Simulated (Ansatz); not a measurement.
**La2NiO4: two electronic states of one cell**

An SCF can end in more than one state. Here La2NiO4, a database entry, slightly rescaled, is run from each state found earlier: which lies lowest, and what else changes?

Computed, not measured: Ansatz 0.2.0, DFT, r2SCAN, with U_eff = 4.7 eV on Ni d, plane waves, PAW.

## Step 1: The system as given

The structure is tetragonal, space group I4/mmm (No. 139). Conventional cell: a = 3.905 Å, b = 3.905 Å, c = 12.764 Å, α = 90.00°, β = 90.00°, γ = 90.00°. La (site symmetry 4mm) is surrounded by 5 O at 2.35 to 2.63 Å. Ni (site symmetry 4/mmm) is surrounded by 6 O at 1.95 to 2.26 Å. O (site symmetry mmm) has 2 Ni at 1.95 Å and 4 La at 2.63 Å as nearest neighbours. O (site symmetry 4mm) is surrounded by 1 Ni at 2.26 Å and 1 La at 2.35 Å.

Symmetry-reduced, conventional setting; the input below types the cell that was run:

```cif
data_structure
_symmetry_space_group_name_H-M 'I4/mmm'
_symmetry_Int_Tables_number 139
_cell_length_a 3.9051
_cell_length_b 3.9051
_cell_length_c 12.7641
_cell_angle_alpha 90.000
_cell_angle_beta 90.000
_cell_angle_gamma 90.000
_cell_volume 194.65
loop_
_atom_site_label
_atom_site_type_symbol
_atom_site_symmetry_multiplicity
_atom_site_Wyckoff_symbol
_atom_site_fract_x
_atom_site_fract_y
_atom_site_fract_z
_atom_site_occupancy
La1 La 4 e 0.00000 0.00000 0.36140 1
Ni1 Ni 2 a 0.00000 0.00000 0.00000 1
O1 O 4 c 0.00000 0.50000 0.00000 1
O2 O 4 e 0.00000 0.00000 0.17700 1
```

The states: A, no atom with a moment over 0.3 μB (no spin polarisation); B, Ni3 up (collinear spin). Each run reads its own saved solution as saved_state.

## Step 2: Run from state A

Contents of input.yaml:

```yaml
crystal:
  lattice:
    - [-1.95256748, 1.95256748, 6.38205437]
    - [1.95256748, -1.95256748, 6.38205437]
    - [1.95256748, 1.95256748, -6.38205437]
  atoms:
    - { symbol: La, position: [0.3614, 0.3614, 0.0] }
    - { symbol: La, position: [0.6386, 0.6386, 0.0] }
    - { symbol: Ni, position: [0.0, 0.0, 0.0] }
    - { symbol: O, position: [0.5, 0.0, 0.5] }
    - { symbol: O, position: [0.0, 0.5, 0.5] }
    - { symbol: O, position: [0.177, 0.177, 0.0] }
    - { symbol: O, position: [0.823, 0.823, 0.0] }
kpoints:
  mp_grid: { grid: [6, 6, 6], shift: [0, 0, 0] }
magnetization:
  spin_polarized: false
scf:
  occupations: { method: fermi_dirac }
  lower_state_search: "off"
  max_iter: 200
hamiltonian:
  pseudopotentials: { kind: paw }
  xc: r2scan
  hubbard:
    projectors: all-electron-ortho-atomic
    sites: [{ species: Ni, l: d, u_eff: 4.7 }]
basis:
  ecutwfc: 500
  fft_grid_basis: typed
output:
  forces: true
  stress: true
  eigenvalues: true
  bader: true
  populations: true
  elf: true
  write_potential: true
  volumetric_format: npy
  dos:
    e_range: [-12, 8]
    de: 0.05
    projected: { site_lists: { La: [La], Ni: [Ni], O: [O] } }
checkpoint:
  read: saved_state
```

## Step 4: State B: the run

Changes to input.yaml since step 2:

```diff
@@ -13,6 +13,21 @@
     - { symbol: O, position: [0.823, 0.823, 0.0] }
+  symmetry: { detect: false, time_reversal: true }
 kpoints:
   mp_grid: { grid: [6, 6, 6], shift: [0, 0, 0] }
+  band_path:
+    path:
+      - [0.0, 0.0, 0.0]
+      - [0.0, 0.0, 0.5]
+      - [0.25, 0.25, 0.25]
+      - [0.0, 0.5, 0.0]
+      - [0.0, 0.0, 0.0]
+      - [0.5, 0.5, -0.5]
+      - [0.27340082, 0.72659918, -0.27340082]
+      - [-0.27340082, 0.27340082, 0.27340082]
+      - [0.0, 0.0, 0.0]
+      - [0.0, 0.0, 0.5]
+      - [-0.04680164, 0.04680164, 0.5]
+    npoints: 6
 magnetization:
-  spin_polarized: false
+  spin_polarized: true
 scf:
```

(Steps that only read results are left out.)

Q: Predict the outcome of this session. Wanted: for each run, free energy; largest site moment; size of the net moment; gap; pressure; largest force.

The runs gave:

```tsv
state	free energy (meV/atom)	largest site moment (μB)	size of the net moment (μB/cell)	gap (eV)	pressure (GPa)	largest force (eV/Å)	SCF cycles
A	252.5	–	–	0.27	-6.6	1.32	9
B	0.0	1.71	2.00	0.28	-3.4	0.69	11
```

What this shows: State B wins by 252.5 meV per atom over A. Gaps that take in a band path and gaps read on the mesh alone aren't sampled alike. At the same volume their pressures differ by 3.2 GPa, the state with the larger moments having the higher pressure, so it wants the larger volume. Not all runs allow spin: where it is off, the gap in energy is mostly the cost of forbidding moments, not two ends of one search.

Limits of this run: a band edge lies within two smearing widths of the Fermi level; the gap is not wide against the smearing; gaps of Fe, Co and Ni magnets can come out low on these datasets.
